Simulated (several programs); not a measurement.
**BeCd₃S₄ (ordering on zincblende) from semi-empirical methods to plane-wave DFT**

BeCd₃S₄, ordered on the zincblende lattice (P-43m) with 8 atoms a cell, relaxed with r2SCAN in Ansatz, was computed with several methods. Space group P-43m (No. 215), cubic; a = 5.616 Å in the conventional setting, 22.14 Å³ an atom. Be has 4 S at 2.16 Å; S has 1 Be at 2.16 Å and 3 Cd at 2.54 Å; Cd has 4 S at 2.54 Å. (Calculated; spin-unpolarised; the phase may be known or hypothetical.)

```xyz
8
Lattice="5.6160 0.0000 0.0000 0.0000 5.6160 0.0000 0.0000 0.0000 5.6160" Properties=species:S:1:pos:R:3 pbc="T T T"
Be    0.0000    0.0000    0.0000
S     1.2447    1.2447    1.2447
Cd    2.8080    2.8080    0.0000
S     4.3714    4.3714    1.2447
Cd    2.8080    0.0000    2.8080
S     4.3714    1.2447    4.3714
Cd    0.0000    2.8080    2.8080
S     1.2447    4.3714    4.3714
```

Gaps and times are for a single point on this cell; volume and bulk modulus come from each method's own relaxation or energy curve at fixed shape, which is too stiff where a cell has free coordinates or axes. Times are rough, from shared hosts (Arm Neoverse V2; NVIDIA H100 80GB HBM3), and each method has its own mesh and cell size. A dagger marks a closed or tiny gap in a crystal that DFT finds insulating: a failure of the method or a wrong SCF state. A double dagger marks a value from a curve with shape and coordinates held. PM6 (MOPAC), PM7 (MOPAC), GFN1-xTB (tblite), GFN2-xTB (tblite) treat a cluster of cells at its zone centre, which samples few k points: where these miss a band edge, the gap comes out too large for that reason alone. Gaps from k meshes are read at a limited set of points (mesh, symmetry points, PBE's band edges), so each method's own least gap may be somewhat smaller. xTB and the PM methods were fitted mostly to molecules, and can miss a solid's gap by electronvolts. Minimal bases can be far off for gaps. Times of the plane-wave rungs are withheld (a dash), since they come from other jobs, hosts and meshes; the meshes of hybrids and Hartree-Fock don't converge their gaps to the digits shown. GLLB-SC's gap includes the derivative discontinuity. d marks a direct gap, i an indirect one (no mark: not told apart), a dash a value that wasn't computed or didn't pass its checks.

```json
{"method": "light PBE (260 eV, its own mesh)", "kind": "light plane-wave", "gap (eV)": "1.73 i", "own volume (Å³/atom)": "–", "bulk modulus (GPa)": "–", "atoms computed": "8", "processor time": "2.2 s"}
{"method": "GFN1-xTB (tblite)", "kind": "tight binding", "gap (eV)": "0.00†", "own volume (Å³/atom)": "23.08‡", "bulk modulus (GPa)": "53‡", "atoms computed": "cluster", "processor time": "2.5 s"}
{"method": "GFN2-xTB (tblite)", "kind": "tight binding", "gap (eV)": "1.30", "own volume (Å³/atom)": "22.89‡", "bulk modulus (GPa)": "42‡", "atoms computed": "cluster", "processor time": "3.9 s"}
{"method": "PBE+SOC", "kind": "semilocal", "gap (eV)": "1.73 d", "own volume (Å³/atom)": "–", "bulk modulus (GPa)": "–", "atoms computed": "8", "processor time": "–"}
{"method": "PM7 (MOPAC)", "kind": "semi-empirical", "gap (eV)": "6.78", "own volume (Å³/atom)": "22.63‡", "bulk modulus (GPa)": "130‡", "atoms computed": "cluster", "processor time": "7.9 s"}
{"method": "PBE", "kind": "semilocal", "gap (eV)": "1.73 i", "own volume (Å³/atom)": "22.55", "bulk modulus (GPa)": "62‡", "atoms computed": "8", "processor time": "–"}
{"method": "PBE/SZV (CP2K)", "kind": "small basis", "gap (eV)": "1.49 i", "own volume (Å³/atom)": "–", "bulk modulus (GPa)": "–", "atoms computed": "8", "processor time": "10 s"}
{"method": "r2SCAN", "kind": "semilocal", "gap (eV)": "2.17 i", "own volume (Å³/atom)": "22.14", "bulk modulus (GPa)": "69‡", "atoms computed": "8", "processor time": "–"}
{"method": "PBE/DZVP (CP2K)", "kind": "small basis", "gap (eV)": "1.70 i", "own volume (Å³/atom)": "–", "bulk modulus (GPa)": "–", "atoms computed": "8", "processor time": "32 s"}
{"method": "PBE0", "kind": "hybrid", "gap (eV)": "3.41 d", "own volume (Å³/atom)": "–", "bulk modulus (GPa)": "–", "atoms computed": "8", "processor time": "–"}
{"method": "HSE06", "kind": "hybrid", "gap (eV)": "2.76 d", "own volume (Å³/atom)": "–", "bulk modulus (GPa)": "–", "atoms computed": "8", "processor time": "–"}
{"method": "GLLB-SC (GPAW)", "kind": "model potential", "gap (eV)": "3.18", "own volume (Å³/atom)": "–", "bulk modulus (GPa)": "–", "atoms computed": "8", "processor time": "48 s"}
{"method": "PM6 (MOPAC)", "kind": "semi-empirical", "gap (eV)": "2.72", "own volume (Å³/atom)": "–", "bulk modulus (GPa)": "–", "atoms computed": "cluster", "processor time": "56 s"}
```

Against HSE06 (2.76 eV) and with closed or daggered gaps left aside, the nearest gap at the points sampled is that of PM6 (MOPAC) (-0.03 eV) and the farthest that of PM7 (MOPAC) (+4.03 eV). HSE06 is only a yardstick of convenience, and nearness to it can be luck.

Volumes against r2SCAN's: PBE +1.8 %.

Only the rows marked +SOC include spin-orbit coupling.
